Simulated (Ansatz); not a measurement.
**BClFH₃OSi: basis-set convergence**

The task here is to estimate one member of a computed series from the others.

Program: Ansatz 0.2.0, Gaussian basis. Level of theory: one geometry, several basis sets. These are calculated values, not measurements.

Levels to be run: PBE0-D4/def2-SVP; ωB97M-V/def2-SVP; PBE0-D4/def2-QZVPP; ωB97M-V/def2-QZVPP; the functionals' def2-TZVPP values are taken from earlier runs.

### The relaxed structure

The geometry comes from an earlier relaxation with PBE0-D4 in a triple-zeta def2 set; it is a stationary point, not always the lowest conformer.

8 atoms, charge 0, spin multiplicity 1.

Atoms are counted from 1 here; the program's logs count them from 0.

Bond lengths: B1–Si2 1.994 Å, B1–H6 1.193 Å, B1–H7 1.193 Å, Si2–O3 1.624 Å, Si2–F4 1.594 Å, Si2–Cl5 2.059 Å, O3–H8 0.959 Å. Angles: Si2–B1–H6 120.7°, Si2–B1–H7 120.1°, H6–B1–H7 119.0°, B1–Si2–O3 112.3°, B1–Si2–F4 114.7°, B1–Si2–Cl5 104.2°, O3–Si2–F4 108.7°, O3–Si2–Cl5 111.3°, F4–Si2–Cl5 105.4°, Si2–O3–H8 119.5°.

Set-up of the first run:

File in.yaml:

```yaml
crystal:
  periodic: [false, false, false]
  atoms:
    - {symbol: B, position_ang: [-1.034669, 1.091072, -0.158326]}
    - {symbol: Si, position_ang: [0.320954, -0.370326, -0.184036]}
    - {symbol: O, position_ang: [0.402630, -1.160841, 1.232069]}
    - {symbol: F, position_ang: [0.128217, -1.436083, -1.353687]}
    - {symbol: Cl, position_ang: [2.092338, 0.590027, -0.607321]}
    - {symbol: H, position_ang: [-1.596094, 1.418971, -1.158406]}
    - {symbol: H, position_ang: [-1.234221, 1.704779, 0.844636]}
    - {symbol: H, position_ang: [1.013045, -1.894700, 1.329269]}
basis:
  gaussian: {orbitals: def2-SVP}
hamiltonian: {xc: pbe0, dispersion: d4}
output: {orbitals: {seedname: orbitals}}
```

Started as:

```
$ ansatz run in.yaml --threads 2 --pin off --events-out ev --progress --plain --max-ram 4352MiB
```

Steps of the session up to this table: PBE0-D4 in def2-SVP; ωB97M-V in def2-SVP; PBE0-D4 in def2-QZVPP; ωB97M-V in def2-QZVPP.

One of the session's tables, all rows but one given; the rest of the session is left out.

It belongs to the step «Functionals by basis». 

| functional | basis | HOMO (eV) | LUMO (eV) |
| --- | --- | --- | --- |
| PBE0-D4 | def2-SVP | -8.72 | -2.74 |
| PBE0-D4 | def2-TZVPP | -8.84 | -2.84 |
| PBE0-D4 | def2-QZVPP | -8.87 | -2.87 |
| ωB97M-V | def2-SVP | -10.84 | -0.65 |
| ωB97M-V | def2-TZVPP | -11.00 | -0.83 |
| ωB97M-V | def2-QZVPP | ? | ? |

**Question.** Estimate the row for ωB97M-V, def2-QZVPP.

**Answer.** HOMO (eV): -11.04; LUMO (eV): -0.88. In the column «HOMO (eV)» it is the lowest.
